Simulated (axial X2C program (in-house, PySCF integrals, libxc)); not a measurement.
# SeGa: EOM-EA-CCSD levels

Wanted for SeGa: EOM-EA-CCSD levels, at the two-component level.

Method: two-component X2C with atomic mean-field terms, Se dyall-acv3z, Ga dyall-acv3z; program: an in-house X2C program for linear molecules on PySCF integrals.

All values are calculated.

### Step 1. Input

The input, task.json:

```json
{"zs": [34, 31], "q": 0, "bas": ["dyall-acv3z", "dyall-acv3z"], "r0": 2.24, "eom": "ea", "thr": -2.0, "nmax": 92, "grid": [1, 0.96, 1.045, 0.92, 1.09, 1.15]}
```

Keys: zs atomic numbers; q charge; bas basis sets; r0 starting distance in Å; eom kind of EOM run; thr threshold in hartree for freezing inner shells (an s shell follows its p shell); nmax most natural virtual spinors; grid distances as factors.

Run with:

```bash
> python soeom.py task.json out
```

Nuclei are Gaussian, cores are contracted, and the Gaunt term is on.

### Step 2. EOM-EA-CCSD at 2.205 Å

Reference: the closed shell SeGa⁺; 18 electrons correlated, 84 virtual spinors; roots sought by Ω: 1/2: 5, 3/2: 4, 5/2: 2, 7/2: 1.

Output:

```text
two-component X2C + atomic mean field  HF
basis functions 242  fitting functions 1356  grid points 5799
iter        total energy     max residual
   1      -4368.651738843     1.63e-01
   2      -4368.686623851     1.10e-02
   3      -4368.687673111     6.47e-03
   4      -4368.688213187     1.03e-03
   5      -4368.688300703     5.41e-04
   6      -4368.688334712     5.25e-04
   7      -4368.688372494     4.78e-04
   8      -4368.688410595     3.63e-04
   9      -4368.688429544     2.62e-04
  10      -4368.688445849     9.73e-05
  11      -4368.688448788     1.38e-05
  12      -4368.688448818     7.75e-06
  13      -4368.688448821     3.17e-06
  14      -4368.688448822     1.23e-06
converged
one-electron -6573.83130705  Coulomb 2114.91501096  exact exchange -161.18155845  xc functional 0.00000000  nuclear repulsion 252.94910672  atomic mean-field constant -1.53970100
correlated 18  virtual 340  natural virtual 84  E(MP2) -0.678121238  MP2 remainder -0.171671096
iter   CCSD correlation   residual
   1     -0.475211662   1.69e-01
   2     -0.492129020   9.28e-02
   3     -0.496316248   5.61e-02
   4     -0.496247222   2.67e-02
   5     -0.496973491   1.45e-02
   6     -0.497027777   9.81e-03
   7     -0.496987112   8.39e-03
   8     -0.497270192   7.19e-03
   9     -0.497095346   5.15e-03
  10     -0.497264642   3.05e-03
  11     -0.497210757   1.99e-03
  12     -0.497229532   1.37e-03
  13     -0.497213876   7.84e-04
  14     -0.497225584   4.08e-04
  15     -0.497229749   1.59e-04
  16     -0.497233110   5.60e-05
  17     -0.497233148   2.29e-05
  18     -0.497233205   1.07e-05
  19     -0.497232973   5.28e-06
  20     -0.497232994   2.30e-06
  21     -0.497232933   1.43e-06
  22     -0.497232950   1.13e-06
(T) -0.015620405  T1 0.0484  D1 0.1284  max T2 0.260
EOM-EA-CCSD roots
2*Omega      energy/Eh   energy/eV  one-particle weight
    1      -0.32374321     -8.8095      0.934
    1      -0.22238959     -6.0515      0.021
    1      -0.19540877     -5.3173      0.909
    1      -0.13103622     -3.5657      0.000
    1      -0.12172884     -3.3124      0.164
    3      -0.22160634     -6.0302      0.003
    3      -0.19392455     -5.2770      0.927
    3      -0.12619842     -3.4340      0.000
    3      -0.09089104     -2.4733      0.010
    5      -0.11758378     -3.1996      0.000
    5      -0.08415150     -2.2899      0.000
    7      -0.08701882     -2.3679      0.000
```

T1 in the output is the amplitude norm over the root of the electron number; divide by √2 for the Lee–Taylor value.

```
  Ω  binding energy (eV)  above lowest (cm⁻¹)                           spinor  weight
1/2                8.810                    0  28% Ga pσ, 27% Se pσ, 19% Se pπ    0.93
1/2                5.317                28170   63% Ga pπ, 14% Se dπ, 9% Se pπ    0.91
3/2                5.277                28490   66% Ga pπ, 15% Se dπ, 8% Ga dπ    0.93
```

Run time: 20 s. Hardware: 1 thread of AMD EPYC 9R45 (Zen 5), shared host; peak memory 1.1 GiB.

### Step 3. EOM-EA-CCSD at 2.117 Å

```
  Ω  binding energy (eV)  above lowest (cm⁻¹)                           spinor  weight
1/2                8.939                    0  33% Ga pσ, 28% Se pσ, 15% Ga sσ    0.93
1/2                5.280                29510  60% Ga pπ, 15% Se dπ, 11% Ga dπ    0.93
3/2                5.219                30000  62% Ga pπ, 15% Se dπ, 10% Ga dπ    0.92
```

Wall time 19 s (1 thread of AMD EPYC 9R45 (Zen 5), shared host); peak memory 1.1 GiB.

### Step 4. EOM-EA-CCSD at 2.304 Å

```
  Ω  binding energy (eV)  above lowest (cm⁻¹)                           spinor  weight
1/2                8.673                    0  29% Se pπ, 26% Se pσ, 22% Ga pσ    0.93
1/2                5.317                27060   67% Ga pπ, 13% Se dπ, 8% Se pπ    0.89
3/2                5.299                27210   71% Ga pπ, 14% Se dπ, 6% Se pπ    0.92
```

It took 19 s on 1 thread of AMD EPYC 9R45 (Zen 5), shared host; peak memory 1.2 GiB.

### Step 5. EOM-EA-CCSD at 2.029 Å

```csv
Ω,binding energy (eV),above lowest (cm⁻¹),spinor,weight
1/2,9.047,0,"38% Ga pσ, 27% Se pσ, 18% Ga sσ",0.94
3/2,5.094,31880,"57% Ga pπ, 16% Se dπ, 13% Ga dπ",0.75
```

Run time: 17 s. Hardware: 1 thread of AMD EPYC 9R45 (Zen 5), shared host; peak memory 1.2 GiB.

### Step 6. EOM-EA-CCSD at 2.404 Å

```csv
Ω,binding energy (eV),above lowest (cm⁻¹),spinor,weight
1/2,8.532,0,"37% Se pπ, 24% Se pσ, 18% Ga pσ",0.93
3/2,5.289,26160,"74% Ga pπ, 13% Se dπ",0.92
1/2,5.284,26200,"70% Ga pπ, 12% Se dπ, 8% Se pπ",0.87
```

Wall time 24 s (1 thread of AMD EPYC 9R45 (Zen 5), shared host); peak memory 1.2 GiB.

### Step 7. EOM-EA-CCSD at 2.536 Å

```csv
Ω,binding energy (eV),above lowest (cm⁻¹),spinor,weight
1/2,8.316,0,"47% Se pπ, 22% Se pσ, 14% Ga pσ",0.92
3/2,5.248,24740,"78% Ga pπ, 11% Se dπ",0.89
1/2,5.209,25050,"74% Ga pπ, 11% Se dπ, 7% Se pπ",0.81
1/2,3.482,38980,"57% Ga pσ, 13% Ga dσ, 11% Se pσ",0.80
```

Wall time 23 s (1 thread of AMD EPYC 9R45 (Zen 5), shared host); peak memory 1.2 GiB.

### Step 8. Curves of the states

Energies in eV from the lowest point of the lowest state; states are followed by energy order within each Ω.

| R (Å) | (1)Ω=1/2 | (2)Ω=3/2 |
| --- | --- | --- |
| 2.029 | 0.2401 | 4.1930 |
| 2.117 | 0.0743 | 3.7942 |
| 2.205 | 0.0118 | 3.5443 |
| 2.304 | 0.0000 | 3.3738 |
| 2.404 | 0.0350 | 3.2785 |
| 2.536 | 0.1405 | 3.2078 |

### Step 9. Results

| quantity | value |
| --- | --- |
| lowest root at 2.205 Å | Ω = 1/2, 8.810 eV |
| next root led by one particle | Ω = 1/2, about 28170 cm⁻¹ higher |
| T1 of the reference | 0.034 |

What this shows: The added electron is bound by 8.81 eV in a spinor of 28% Ga pσ, 27% Se pσ, 19% Se pπ. Errors of 0.1 to 0.3 eV are usual at this size, and roots led by higher excitations are left out, so the list is incomplete, and low states of that kind can be missing. T1 or the largest double amplitude of the reference is raised, which lowers the reliability.
